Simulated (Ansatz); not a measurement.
# C2H7AlSi: the cost of one run

Program: Ansatz 0.2.0. Level of theory: RKS PBE0-D4/def2-SVP. These are calculated values, not measurements.

## Step 1: The structure to begin with

Bond lengths: C1–C2 1.273 Å, C2–Si3 1.841 Å, Si3–Al4 2.390 Å, C1–H5 1.114 Å, C1–H6 1.150 Å, C2–H7 1.108 Å, Si3–H8 1.402 Å, Si3–H9 1.530 Å, Al4–H10 1.521 Å, Al4–H11 1.636 Å. Angles (14 of 15 angles, heavy atoms first): C1–C2–Si3 119.5°, C2–Si3–Al4 109.6°, C1–C2–H7 121.2°, Si3–C2–H7 119.3°, C2–C1–H5 125.0°, C2–C1–H6 121.2°, C2–Si3–H8 110.9°, C2–Si3–H9 107.1°, Al4–Si3–H8 112.3°, Al4–Si3–H9 107.8°, Si3–Al4–H10 121.7°, Si3–Al4–H11 114.9°, H5–C1–H6 113.8°, H8–Si3–H9 108.9°.

As a file:

```xyz
11

C    -0.8976    1.6310    0.0184
C    -0.1180    1.0378    0.8317
Si    0.0307   -0.7958    0.7691
Al    0.9756   -1.4537   -1.3253
H    -1.5387    1.1225   -0.7370
H    -1.0363    2.7721    0.0519
H     0.4965    1.6077    1.5557
H    -1.2080   -1.4063    1.0084
H     1.0065   -1.2066    1.8731
H     2.3180   -0.9186   -1.8013
H     0.0367   -2.4472   -2.2240
```

## Step 2: Relaxing end A

Input file input.yaml:

```yaml
crystal:
  periodic: [false, false, false]
  atoms:
    - { symbol: C, position_ang: [-0.8976, 1.631, 0.0184] }
    - { symbol: C, position_ang: [-0.118, 1.0378, 0.8317] }
    - { symbol: Si, position_ang: [0.0307, -0.7958, 0.7691] }
    - { symbol: Al, position_ang: [0.9756, -1.4537, -1.3253] }
    - { symbol: H, position_ang: [-1.5387, 1.1225, -0.737] }
    - { symbol: H, position_ang: [-1.0363, 2.7721, 0.0519] }
    - { symbol: H, position_ang: [0.4965, 1.6077, 1.5557] }
    - { symbol: H, position_ang: [-1.208, -1.4063, 1.0084] }
    - { symbol: H, position_ang: [1.0065, -1.2066, 1.8731] }
    - { symbol: H, position_ang: [2.318, -0.9186, -1.8013] }
    - { symbol: H, position_ang: [0.0367, -2.4472, -2.224] }
basis:
  gaussian: { orbitals: def2-SVP }
hamiltonian:
  xc: pbe0
  dispersion: d4
relax:
  f_tol: 0.02
  max_steps: 50
```

Started as:

```
ansatz run input.yaml --threads 2 --pin off --max-ram 3072MiB --backend cpu --events-out ev --progress --plain --runs-dir out
```

**Question.** How long does this run take on 2 threads of AMD EPYC 7B13 (Zen 3), shared host, and how much memory does it need?

About 67 s, with a peak of 0.23 GiB.
